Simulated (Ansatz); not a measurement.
# CH2B2ClF: how energies converge with the basis set

An exercise on one series of results from a longer session: the logs are not shown, and one member is left open.

The runs use Ansatz 0.2.0, Gaussian basis; one geometry, several basis sets.

The runs, in order: PBE0-D4/def2-SVP; ωB97M-V/def2-SVP; PBE0-D4/def2-QZVPP; ωB97M-V/def2-QZVPP; the functionals' def2-TZVPP values are taken from earlier runs.

## The geometry

All runs share one geometry, relaxed beforehand with PBE0-D4 in a triple-zeta def2 set.

SMILES `FB1CB1Cl`, 7 atoms, charge 0, spin multiplicity 1.

Atoms are counted from 1 here; the program's logs count them from 0.

Bond lengths: F1–B2 1.304 Å, B2–C3 1.632 Å, B2–B4 1.554 Å, C3–B4 1.499 Å, C3–H6 1.088 Å, C3–H7 1.107 Å, B4–Cl5 1.730 Å. Angles: F1–B2–C3 130.8°, F1–B2–B4 171.0°, C3–B2–B4 56.1°, B2–C3–B4 59.3°, B2–C3–H6 153.2°, B2–C3–H7 77.6°, B4–C3–H6 127.9°, B4–C3–H7 121.7°, H6–C3–H7 108.6°, B2–B4–C3 64.6°, B2–B4–Cl5 151.3°, C3–B4–Cl5 132.3°.

The first run:

The input, in.yaml:

```yaml
crystal:
  periodic: [false, false, false]
  atoms:
    - {symbol: F, position_ang: [-0.570929, -2.136388, 0.434292]}
    - {symbol: B, position_ang: [-0.478789, -0.918640, -0.022168]}
    - {symbol: C, position_ang: [0.553996, 0.286979, 0.354824]}
    - {symbol: B, position_ang: [-0.406615, 0.432407, -0.786587]}
    - {symbol: Cl, position_ang: [-1.163158, 1.813391, -1.503557]}
    - {symbol: H, position_ang: [0.939125, 1.068082, 1.007162]}
    - {symbol: H, position_ang: [1.187669, -0.613831, 0.470334]}
basis:
  gaussian: {orbitals: def2-SVP}
hamiltonian: {xc: pbe0, dispersion: d4}
output: {orbitals: {seedname: orbitals}}
```

The run is started by

```bash
$ ansatz run in.yaml --threads 2 --pin off --events-out ev --progress --plain --max-ram 4352MiB
```

Steps of the session up to this table: PBE0-D4 in def2-SVP; ωB97M-V in def2-SVP; PBE0-D4 in def2-QZVPP; ωB97M-V in def2-QZVPP.

One table of the session follows, with a row left open; its other results are not shown here.

It belongs to the step «Density functionals: the series». 

```
functional       basis  HOMO (eV)
   PBE0-D4    def2-SVP      -7.28
   PBE0-D4  def2-TZVPP      -7.40
   PBE0-D4  def2-QZVPP      -7.43
   ωB97M-V    def2-SVP          ?
   ωB97M-V  def2-TZVPP      -9.59
   ωB97M-V  def2-QZVPP      -9.62
```

Q: Estimate the row for ωB97M-V, def2-SVP from the others.

The run gave: HOMO (eV): -9.43. In the column «HOMO (eV)» it lies between ωB97M-V, def2-TZVPP (-9.59) and PBE0-D4, def2-QZVPP (-7.43).
